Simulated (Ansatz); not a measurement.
# CdAg2 (Ag (111), 3 layers): a single-point run

The task is a single-point run on CdAg2 (Ag (111), 3 layers). The structure is shown as the input types it.

Computed with Ansatz 0.2.0 (DFT, LDA, PAW with Ansatz's default frozen-core files, scalar-relativistic, unless a step's input says otherwise).

### 1 The system as given

The structure is trigonal, space group P3m1 (No. 156). Conventional cell: a = 2.828 Å, b = 2.828 Å, c = 20.619 Å, α = 90.00°, β = 90.00°, γ = 120.00°. Cd (site symmetry 3m) is surrounded by 3 Ag at 2.82 Å and 6 Cd at 2.83 Å. Ag (site symmetry 3m) has 3 Cd at 2.82 Å and 9 Ag at 2.82 to 2.83 Å as nearest neighbours. Ag (site symmetry 3m) has 9 Ag at 2.82 to 2.83 Å as nearest neighbours.

As a file:

```xyz
3
Lattice="2.8284 0.0000 0.0000 -1.4142 2.4495 0.0000 0.0000 0.0000 20.6188" Properties=species:S:1:pos:R:3 pbc="T T T"
Cd    0.0000    0.8165    8.0077
Ag    0.0000    2.4495   10.3094
Ag    1.4142    1.6330   12.6111
```

### 2 The run

The input, input.yaml:

```yaml
crystal:
  lattice:
    - [2.8284417087, 0.0, 0.0]
    - [-1.4142208543, 2.4495023729, 0.0]
    - [0.0, 0.0, 20.6188]
  atoms:
    - { symbol: Cd, position: [0.1666666667, 0.3333333333, 0.3883709467] }
    - { symbol: Ag, position: [0.5, 1.0, 0.4999999966] }
    - { symbol: Ag, position: [0.8333333333, 0.6666666667, 0.6116290563] }
kpoints:
  mp_grid: { grid: [13, 13, 1] }
scf:
  occupations: { method: fermi_dirac, width: 0.05 }
  mixing: { algorithm: anderson, beta: 0.005, ndim: 1 }
  max_iter: 60
hamiltonian:
  xc: lda
  pseudopotentials: { kind: paw }
output:
  forces: true
  stress: true
  eigenvalues: true
efield:
  axis: 3
  amplitude: 0
  dipole_correction: true
```

Command:

```sh
> ansatz run input.yaml --threads 1 --pin off --max-ram 3584MiB --backend cpu --events-out ev --progress --plain --runs-dir out
```

**Question.** How will this run end, and is anything wrong with its input?

The run converged and reported no error. That alone doesn't make the input a sound one.

The suspect setting: scf.mixing.algorithm is anderson; scf.mixing.beta is 0.005; scf.mixing.ndim is 1. What could go wrong: mixing too weak. The residual crept for many cycles and then fell at once, which so weak a step can't do by itself: the program changed its mixing. Several mixing settings were changed at once, so this run can't tell how much each is to blame.

Run again and compare: delete scf.mixing.algorithm, scf.mixing.beta and scf.mixing.ndim (the default then holds).
